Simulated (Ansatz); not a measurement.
Working through a rigid torsion scan of BClFH₃Si, SMILES B[SiH](F)Cl

Program: the Python package of Ansatz (0.2.0).

The cells in order, each with its output:

In [1]:
```python
import ansatz as az
from ase import Atoms
```

In [2]:
```python
atoms = Atoms(["B", "Si", "F", "Cl", "H", "H", "H"], positions=[
    (0.4286, 0.9084, 0.5989),
    (-0.3681, -0.5744, -0.3528),
    (-0.8707, -0.0995, -1.9141),
    (1.1579, -2.0662, -0.4953),
    (-0.1124, 1.319, 1.5749),
    (1.33, 1.5215, 0.1532),
    (-1.5042, -1.0768, 0.3895),
])
```

In [3]:
```python
# relax first, so that the scan starts from a minimum
first = (
    az.Crystal.molecule_from_ase(atoms).calculation()
    .basis(gaussian="6-31G*")  # atom-centred Gaussian functions
    .functional("PBE")
    .relax(force_tolerance=0.02, max_steps=80)  # relax until the tolerances are met
)
atoms.positions = first.run(threads=1, backend="cpu").report["positions_ang"]
```

In [4]:
```python
start = atoms.get_dihedral(2, 1, 0, 4)
energies = {}
for turn in range(0, 360, 40):
    turned = atoms.copy()
    turned.set_dihedral(2, 1, 0, 4, start + turn, indices=[0, 4, 5])
    job = (
        az.Crystal.molecule_from_ase(turned).calculation()
        .basis(gaussian="6-31G*")  # the orbital basis, by name
        .functional("PBE")
    )
    energies[round((start + turn) % 360)] = job.run(threads=1, backend="cpu").report["free_energy_ev"]
floor = min(energies.values())
print("dihedral F2-Si1-B0-H4 (deg)   E - E(min) (eV)")
for angle, e in sorted(energies.items()):
    print(f"{angle:8d} {(e - floor):14.3f}  " + "#" * int(30 * (e - floor) / max(max(energies.values()) - floor, 1e-9)))
```
```text
dihedral F2-Si1-B0-H4 (deg)   E - E(min) (eV)
      39          0.194  #######################
      79          0.244  #############################
     119          0.094  ###########
     159          0.000
     199          0.096  ###########
     239          0.246  ##############################
     279          0.194  #######################
     319          0.058  #######
     359          0.057  ######
```

The lowest point is at 159° and the highest at 239°, 0.246 eV (23.7 kJ/mol) above it, with the rest of the molecule held.

The scan is rigid and the energies are electronic, in a modest basis. With rigid groups the curve can differ much from the relaxed path, the start wasn't checked as a minimum of this torsion, and equivalent turns needn't return to the same energy. Timing: 39 s on 1 thread of Arm Neoverse V2, on a shared host, peak memory 0.23 GiB.

(A comment or docstring line of the script was reworded after the run, the code is as it ran.)
